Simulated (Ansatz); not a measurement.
**C2H2STe: up Jacob's ladder to CCSD(T)**

An exercise on one series of results from a longer session: the logs are not shown, and one member is left open.

Program: Ansatz 0.2.0, Gaussian basis. Level of theory: functionals in def2-TZVPP, the program's frozen cores in correlated methods. These are calculated values, not measurements.

Levels to be run: LDA (SPW92), PBE-D4, revPBE-D4, BLYP-D4, r2SCAN-D4, B97M-V, PBE0-D4, B3LYP-D4, r2SCANh-D4, r2SCAN0-D4, HSE06-D4, BHLYP-D4, CAM-B3LYP-D4, LC-ωPBE, ωB97X-V, ωB97M-V, B2PLYP, PBE-QIDH; CCSD(T)/def2-SVP; CCSD(T)/def2-TZVPP; MP2/def2-QZVPP; extrapolation to the limit; RPA on PBE.

## Structure used throughout

All runs share one geometry, relaxed beforehand with PBE0-D4 in a triple-zeta def2 set. Te takes the def2 core potential; no spin-orbit term is included.

SMILES `SC#C[TeH]`, 6 atoms, charge 0, spin multiplicity 1.

Atoms are counted from 1 here; the program's logs count them from 0.

Bond lengths: S1–C2 1.668 Å, S1–H5 1.348 Å, C2–C3 1.215 Å, C3–Te4 2.003 Å, Te4–H6 1.663 Å. Angles: C2–S1–H5 97.8°, S1–C2–C3 174.3°, C2–C3–Te4 173.7°, C3–Te4–H6 94.6°.

As a file:

```xyz
6
C2H2STe
S     2.3694    0.4540   -0.0486
C     0.7731   -0.0240    0.0301
C    -0.3790   -0.3650    0.2073
Te   -2.2152   -1.1302    0.4438
H     2.4344    0.6570   -1.3801
H    -2.9406    0.3441    0.7014
```

Set-up of the first run:

Contents of in.yaml:

```yaml
crystal:
  periodic: [false, false, false]
  atoms:
    - {symbol: S, position_ang: [2.369432, 0.453996, -0.048649]}
    - {symbol: C, position_ang: [0.773101, -0.023988, 0.030109]}
    - {symbol: C, position_ang: [-0.378997, -0.365037, 0.207325]}
    - {symbol: Te, position_ang: [-2.215225, -1.130214, 0.443818]}
    - {symbol: H, position_ang: [2.434371, 0.657036, -1.380072]}
    - {symbol: H, position_ang: [-2.940582, 0.344105, 0.701369]}
basis:
  gaussian: {orbitals: def2-TZVPP}
hamiltonian: {xc: lda}
output: {orbitals: {seedname: orbitals}}
```

Started as:

```bash
> ansatz run in.yaml --threads 2 --pin off --events-out ev --progress --plain --max-ram 4352MiB
```

Among the steps run: LDA; PBE-D4 (GGA); revPBE-D4 (GGA); BLYP-D4 (GGA); r2SCAN-D4 (meta-GGA); B97M-V (meta-GGA); PBE0-D4 (hybrid); B3LYP-D4 (hybrid); r2SCANh-D4 (hybrid); r2SCAN0-D4 (hybrid); HSE06-D4 (hybrid); BHLYP-D4 (hybrid); CAM-B3LYP-D4 (range-separated); LC-ωPBE (range-separated); ωB97X-V (range-separated); ωB97M-V (range-separated); B2PLYP (double hybrid); PBE-QIDH (double hybrid).

One table of the session follows, with a row left open; its other results are not shown here.

It belongs to the step «Orbital energies across the functionals». 

| functional | HOMO (eV) | gap (eV) |
| --- | --- | --- |
| LDA (SPW92) | ? | ? |
| PBE-D4 | -5.44 | 3.69 |
| revPBE-D4 | -5.39 | 3.71 |
| BLYP-D4 | -5.26 | 3.62 |
| r2SCAN-D4 | -5.66 | 4.10 |
| B97M-V | -5.62 | 4.07 |
| PBE0-D4 | -6.44 | 5.52 |
| B3LYP-D4 | -6.23 | 5.08 |
| r2SCANh-D4 | -6.03 | 4.77 |
| r2SCAN0-D4 | -6.59 | 5.77 |
| HSE06-D4 | -6.06 | 4.76 |
| BHLYP-D4 | -7.29 | 7.24 |
| CAM-B3LYP-D4 | -7.62 | 7.73 |
| LC-ωPBE | -8.90 | 10.14 |
| ωB97X-V | -8.57 | 9.69 |
| ωB97M-V | -8.45 | 9.41 |

Q: Estimate the row for LDA (SPW92) from the others.

As computed: HOMO (eV): -5.60; gap (eV): 3.70. In the column «HOMO (eV)» it lies between B97M-V (-5.62) and PBE-D4 (-5.44).
